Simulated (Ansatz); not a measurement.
# CH4BBrS: one structure at several levels

One table from this session's results is given with a row withheld; the runs are named, their logs left out.

Program: Ansatz 0.2.0, Gaussian basis. Level of theory: single points in def2-TZVPP. These are calculated values, not measurements.

Cores are frozen in the correlated methods. Filled d shells of the heavier atoms are correlated.

### Starting geometry

SMILES `CB(S)Br`, 8 atoms, charge 0, spin multiplicity 1.

Atoms are counted from 1 here; the program's logs count them from 0.

Bond lengths: C1–B2 1.540 Å, C1–H5 1.061 Å, C1–H6 1.096 Å, C1–H7 1.126 Å, B2–S3 1.777 Å, B2–Br4 1.939 Å, S3–H8 1.286 Å. Angles: B2–C1–H5 109.5°, B2–C1–H6 113.3°, B2–C1–H7 110.1°, H5–C1–H6 116.0°, H5–C1–H7 104.4°, H6–C1–H7 102.8°, C1–B2–S3 123.3°, C1–B2–Br4 121.1°, S3–B2–Br4 115.5°, B2–S3–H8 99.5°.

As a file:

| atom | x (Å) | y (Å) | z (Å) |
| --- | --- | --- | --- |
| C1 | -0.0906 | 0.9101 | -0.0411 |
| B2 | 0.0251 | -0.5615 | -0.4816 |
| S3 | 0.5507 | -1.8656 | 0.6046 |
| Br4 | -0.5142 | -1.1217 | -2.2578 |
| H5 | 0.4932 | 1.0665 | 0.8304 |
| H6 | 0.0676 | 1.6210 | -0.8596 |
| H7 | -1.1447 | 1.1355 | 0.2846 |
| H8 | 0.7874 | -1.1761 | 1.6642 |

The first run:

Contents of run/in.yaml:

```yaml
crystal:
  periodic: [false, false, false]
  atoms:
    - {symbol: C, position_ang: [-0.090600, 0.910100, -0.041100]}
    - {symbol: B, position_ang: [0.025100, -0.561500, -0.481600]}
    - {symbol: S, position_ang: [0.550700, -1.865600, 0.604600]}
    - {symbol: Br, position_ang: [-0.514200, -1.121700, -2.257800]}
    - {symbol: H, position_ang: [0.493200, 1.066500, 0.830400]}
    - {symbol: H, position_ang: [0.067600, 1.621000, -0.859600]}
    - {symbol: H, position_ang: [-1.144700, 1.135500, 0.284600]}
    - {symbol: H, position_ang: [0.787400, -1.176100, 1.664200]}
basis:
  gaussian: {orbitals: def2-TZVPP}
correlation: {method: ccsd_t}
```

The command line of these runs was not kept.

Among the steps run: CCSD(T)/def2-TZVPP; PBE0-D4/def2-TZVPP; wB97M-V/def2-TZVPP; r2SCAN-D4/def2-TZVPP; PBE-D4/def2-TZVPP; HSE06-D4/def2-TZVPP; r2SCAN0-D4/def2-TZVPP.

One of the session's tables, all rows but one given; the rest of the session is left out.

| method | RMS force component (eV/Å) | dipole (D) |
| --- | --- | --- |
| PBE0-D4 | 0.746 | 2.32 |
| wB97M-V | 0.722 | 2.31 |
| r2SCAN-D4 | 0.743 | 2.34 |
| PBE-D4 | 0.799 | 2.19 |
| HSE06-D4 | 0.747 | 2.31 |
| r2SCAN0-D4 | ? | ? |

Estimate the missing values for r2SCAN0-D4.

**Answer.** RMS force component (eV/Å): 0.717; dipole (D): 2.40. In the column «RMS force component (eV/Å)» it is the lowest.
